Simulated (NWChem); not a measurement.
# AlH2SClO (SMILES [OH][Al]([SH])[Cl]) at 3 levels

Aim: a comparison of 3 runs (HF/STO-3G, HF/3-21G, B3LYP/6-31G*) of AlH2SClO. 

Program for the calculation: NWChem 7.3.0.

## 1. The molecule

AlH2SClO: 6 atoms, total charge 0, spin state singlet. As SMILES, `[OH][Al]([SH])[Cl]`. The coordinates come from a PBE0-D4/def2-TZVP relaxation. This is one conformer, not always the lowest.

Bond lengths: O1–Al2 1.680 Å, Al2–S3 2.161 Å, Al2–Cl4 2.092 Å, O1–H5 0.956 Å, S3–H6 1.345 Å. Angles: O1–Al2–S3 117.8°, O1–Al2–Cl4 121.5°, S3–Al2–Cl4 120.7°, Al2–O1–H5 124.1°, Al2–S3–H6 91.8°.

## 2. Energy and gradient at HF/STO-3G (run 1)

Contents of calc.xyz:

```xyz
6

O      1.083200     1.190000    -0.698000
Al     0.010900     0.026000    -0.133000
S      0.075600    -0.466000     1.970200
Cl    -1.346200    -0.923700    -1.410300
H      1.132600     1.475900    -1.608500
H     -0.913900    -1.366300     1.833300
```

Contents of run.py:

```python
from ase.io import read
from ase.calculators.nwchem import NWChem

molecule = read('calc.xyz')

calc = NWChem(
    label='calc',
    theory='scf',
    memory='2200 mb',
    basis='STO-3G',
    basispar='spherical bse',
    scf={'nopen': '0', 'rhf': None, 'thresh': '1e-08', 'maxiter': '80', 'print': 'low'},
)
molecule.calc = calc

forces = molecule.get_forces()
print("Total energy (eV):", round(molecule.get_potential_energy(), 6))
print("forces (eV/A):")
for s, f in zip(molecule.symbols, forces):
    print(f"{s:2s} {f[0]:10.5f} {f[1]:10.5f} {f[2]:10.5f}")
```

On the command line:

```
export ASE_NWCHEM_COMMAND="nwchem PREFIX.nwi > PREFIX.nwo"
python run.py
```

Log:

```text
Total energy (eV): -31618.097292
forces (eV/A):
O    -0.54595   -1.14260    2.38213
Al    0.93069    0.68145    0.75524
S    -0.66417   -0.10084   -2.00423
Cl    0.27130    0.21021    0.17910
H    -0.42680    0.02515   -1.63455
H     0.43493    0.32663    0.32236
```

The calculator wrote calc.nwi:

```
title "calc"

permanent_dir calc

scratch_dir calc

start calc

geometry units angstrom nocenter noautosym noautoz
  O  1.0831999999999999e+00 1.1899999999999999e+00 -6.9799999999999995e-01
  Al 1.0900000000000000e-02 2.5999999999999999e-02 -1.3300000000000001e-01
  S  7.5600000000000001e-02 -4.6600000000000003e-01 1.9702000000000000e+00
  Cl -1.3462000000000001e+00 -9.2369999999999997e-01 -1.4103000000000001e+00
  H  1.1326000000000001e+00 1.4759000000000000e+00 -1.6085000000000000e+00
  H  -9.1390000000000005e-01 -1.3663000000000001e+00 1.8332999999999999e+00
end

memory 2200 mb

basis spherical bse noprint
   * library STO-3G
end

scf
  nopen 0
  rhf
  thresh 1e-08
  maxiter 80
  print low
end

task scf gradient
```

calc.nwo:

```text
Northwest Computational Chemistry Package (NWChem) 7.3.0
             --------------------------------------------------------

           Job information
           ---------------

    nwchem branch   = 7.3.0
    use scalapack   = T
    input           = calc.nwi
    prefix          = calc.
    data base       = calc/calc.db
    status          = startup
    nproc           =        1

           Memory information
           ------------------

    heap     =     72089596 doubles =      550.0 Mbytes
    stack    =     72089601 doubles =      550.0 Mbytes
    global   =    144179200 doubles =     1100.0 Mbytes (distinct from heap & stack)
    total    =    288358397 doubles =     2200.0 Mbytes
    verify   = yes
    hardfail = no

[... 40 lines left out ...]
            Nuclear Dipole moment (a.u.)
[... 65 lines left out ...]
       Final RHF  results
[... 2 lines left out ...]
         Total SCF energy =  -1161.943653438558
      One-electron energy =  -2107.620927846942
      Two-electron energy =    699.983397292818
 Nuclear repulsion energy =    245.693877115566
[... 1 line left out ...]
        Time for solution =      1.0s

                              NWChem Gradients Module
                              -----------------------

                         RHF ENERGY GRADIENTS

    atom               coordinates                        gradient
                 x          y          z           x          y          z
   1 O       2.046951   2.248774  -1.319029    0.010617   0.022220  -0.046325
   2 Al      0.020598   0.049133  -0.251334   -0.018099  -0.013252  -0.014687
   3 S       0.142863  -0.880612   3.723138    0.012916   0.001961   0.038976
   4 Cl     -2.543949  -1.745540  -2.665081   -0.005276  -0.004088  -0.003483
   5 H       2.140304   2.789047  -3.039624    0.008300  -0.000489   0.031787
   6 H      -1.727021  -2.581933   3.464435   -0.008458  -0.006352  -0.006269

 Task  times  cpu:        1.6s     wall:        1.6s
 Total times  cpu:        1.6s     wall:        1.6s
```

It took 2.4 s on 1 thread of AMD EPYC 9R45 (Zen 5), shared host; peak memory 0.099 GiB.

## 3. Energy and forces at HF/3-21G (run 2)

Contents of alclh2os.xyz:

```xyz
6
AlClH2OS
O      1.083200     1.190000    -0.698000
Al     0.010900     0.026000    -0.133000
S      0.075600    -0.466000     1.970200
Cl    -1.346200    -0.923700    -1.410300
H      1.132600     1.475900    -1.608500
H     -0.913900    -1.366300     1.833300
```

Contents of alclh2os.nw:

```
start alclh2os
title "AlClH2OS"
memory total 2200 mb
charge 0
geometry units angstroms noautosym nocenter noautoz
   load alclh2os.xyz
end
basis spherical bse
   * library 3-21G
end
scf
   thresh 1e-08
   maxiter 80
   print low
end
task scf gradient
```

On the command line:

```
nwchem alclh2os.nw > alclh2os.out
```

Log:

```text
[...]
  functions       =    52
[...]
  wavefunction    = RHF
[...]
         Total SCF energy =  -1169.229209330711
      One-electron energy =  -2109.623548967479
      Two-electron energy =    694.700462521202
 Nuclear repulsion energy =    245.693877115566
        Time for solution =      1.1s
[...]
                         RHF ENERGY GRADIENTS
    atom               coordinates                        gradient
                 x          y          z           x          y          z
   1 O       2.046951   2.248774  -1.319029    0.009167   0.006935   0.006634
   2 Al      0.020598   0.049133  -0.251334   -0.027359  -0.024313  -0.006046
   3 S       0.142863  -0.880612   3.723138    0.001243   0.005410  -0.016128
   4 Cl     -2.543949  -1.745540  -2.665081    0.022024   0.015207   0.021484
   5 H       2.140304   2.789047  -3.039624   -0.009108  -0.009687   0.004038
   6 H      -1.727021  -2.581933   3.464435    0.004034   0.006447  -0.009982
 Task  times  cpu:        1.9s     wall:        1.9s
 Total times  cpu:        1.9s     wall:        1.9s
```

Run time: 2.4 s. Hardware: 1 thread of AMD EPYC 9R45 (Zen 5), shared host; peak memory 0.099 GiB.

## 4. Energy and forces at B3LYP/6-31G(d) (Cartesian functions) (run 3)

Contents of mol.nw:

```
start mol
memory 2200 mb

geometry units angstrom noautosym nocenter noautoz
O      1.083200     1.190000    -0.698000
Al     0.010900     0.026000    -0.133000
S      0.075600    -0.466000     1.970200
Cl    -1.346200    -0.923700    -1.410300
H      1.132600     1.475900    -1.608500
H     -0.913900    -1.366300     1.833300
end

basis cartesian
* library 6-31G*
end

dft
xc b3lyp
grid xfine
convergence energy 1e-08
maxiter 100
mulliken
noprint "final vectors analysis"
end

task dft gradient
```

On the command line:

```
nwchem mol.nw > mol.out
```

Log:

```text
[...]
          Wavefunction type:  closed shell.
          No. of atoms     :     6
          No. of electrons :    56
[...]
          Charge           :     0
          Spin multiplicity:     1
[...]
          AO basis - number of functions:    76
[...]
              XC Information
              --------------
                         B3LYP Method XC Potential
                     Hartree-Fock (Exact) Exchange  0.200
                        Slater Exchange Functional  0.800 local
                    Becke 1988 Exchange Functional  0.720 non-local
              Lee-Yang-Parr Correlation Functional  0.810
                  VWN I RPA Correlation Functional  0.190 local
[...]
 d= 0,ls=0.0,diis     1  -1177.3207797532 -1.42D+03  1.99D-02  9.69D-01     1.4
[...]
 d= 0,ls=0.0,diis    10  -1177.4114081072 -2.18D-09  4.38D-07  1.59D-09    11.5
         Total DFT energy =    -1177.411408107165
      One electron energy =    -2117.552948688103
           Coulomb energy =      776.541904234847
    Exchange-Corr. energy =      -82.094240769475
 Nuclear repulsion energy =      245.693877115566
[...]
      Total Density - Mulliken Population Analysis
     ---------------------------------------------
    Atom       Charge   Shell Charges
 -----------   ------   -------------------------------------------------------
    1 O    8     8.73   1.99  0.90  2.95  0.91  1.94  0.04
    2 Al  13    12.31   2.00  1.99  5.96  0.84  1.14  0.01  0.17  0.20
    3 S   16    16.26   2.00  1.99  5.97  1.40  3.09  0.51  1.29  0.01
    4 Cl  17    17.25   2.00  1.99  5.97  1.45  3.64  0.54  1.69 -0.03
    5 H    1     0.57   0.47  0.10
    6 H    1     0.88   0.50  0.39
[...]
  wavefunction    = closed shell
                         DFT ENERGY GRADIENTS
    atom               coordinates                        gradient
                 x          y          z           x          y          z
   1 O       2.046951   2.248774  -1.319029   -0.006068  -0.004448  -0.004959
   2 Al      0.020598   0.049133  -0.251334    0.000915   0.001501  -0.002367
   3 S       0.142863  -0.880612   3.723138   -0.001891  -0.000724  -0.004081
   4 Cl     -2.543949  -1.745540  -2.665081    0.004886   0.003449   0.004465
   5 H       2.140304   2.789047  -3.039624   -0.000537  -0.002737   0.008483
   6 H      -1.727021  -2.581933   3.464435    0.002694   0.002958  -0.001542
[...]
```

Run time: 19 s. Hardware: 1 thread of AMD EPYC 9R45 (Zen 5), shared host; peak memory 0.13 GiB.

## 5. Overview of the runs

```
run                               level  Cartesian functions  iteration cap   energy (Eh)  largest force (eV/Å)  wall time
  1                           HF/STO-3G                   no             80  -1161.943653                 2.698      2.4 s
  2                            HF/3-21G                   no             80  -1169.229209                 1.908      2.4 s
  3  B3LYP/6-31G* (Cartesian functions)                  yes            100  -1177.411408                 0.463       19 s
```

## 6. Outcome

| quantity | value |
| --- | --- |
| run 3: total energy | -1177.41141 Eh |
| run 3: dipole moment | 1.25 D |
| run 3: largest force on an atom | 0.463 eV/Å |

What this shows: In run 1 the basis is minimal, so the values are rough. All runs together took 23 s, the longest 19 s.
